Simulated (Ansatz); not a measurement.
# Li: the cost of one run

Computed with Ansatz 0.2.0 (DFT PBE, scalar-relativistic, plane waves, PAW, unless a step's input says otherwise).

## 1. The starting structure

Symmetry: P4/mmm, No. 123, tetragonal system. The conventional cell has a = 2.312 Å, b = 2.312 Å, c = 14.000 Å, α = 90.00°, β = 90.00°, γ = 90.00°. Li (site symmetry 4/mmm) has 4 Li at 2.31 Å as nearest neighbours.

Coordinates:

```cif
data_structure
_symmetry_space_group_name_H-M 'P4/mmm'
_symmetry_Int_Tables_number 123
_cell_length_a 2.3125
_cell_length_b 2.3125
_cell_length_c 14.0000
_cell_angle_alpha 90.000
_cell_angle_beta 90.000
_cell_angle_gamma 90.000
_cell_volume 74.87
loop_
_atom_site_label
_atom_site_type_symbol
_atom_site_symmetry_multiplicity
_atom_site_Wyckoff_symbol
_atom_site_fract_x
_atom_site_fract_y
_atom_site_fract_z
_atom_site_occupancy
Li1 Li 1 d 0.50000 0.50000 0.50000 1
```

A structure generator made this guess: random sheet by layer group and Wyckoff sites. Its size is a rough estimate.

Only a and b are periodic; c spans vacuum, so the box's volume, pressure and space group aren't properties of the sheet.

## 2. Probe: one point on a coarse mesh

input.yaml reads:

```yaml
crystal:
  lattice:
    - [2.3125, 0.0, 0.0]
    - [0.0, 2.3125, 0.0]
    - [0.0, 0.0, 14.0]
  atoms:
    - { symbol: Li, position: [0.5, 0.5, 0.5] }
  periodic: [true, true, false]
basis:
  ecutwfc: 420
kpoints:
  mp_grid: { grid: [8, 8, 1] }
hamiltonian:
  xc: pbe
scf:
  occupations: { method: gaussian, width: 0.1 }
  lower_state_search: "off"
output:
  forces: true
  stress: true
  eigenvalues: true
```

Launch:

```
$ ansatz run input.yaml --threads 1 --pin off --max-ram 2048MiB --backend cpu --events-out ev --progress --plain --runs-dir out
```

**Question.** How long does this run take on 1 thread of Arm Neoverse V1, shared host, and how much memory does it need?

About 1 s, with a peak of 0.27 GiB.
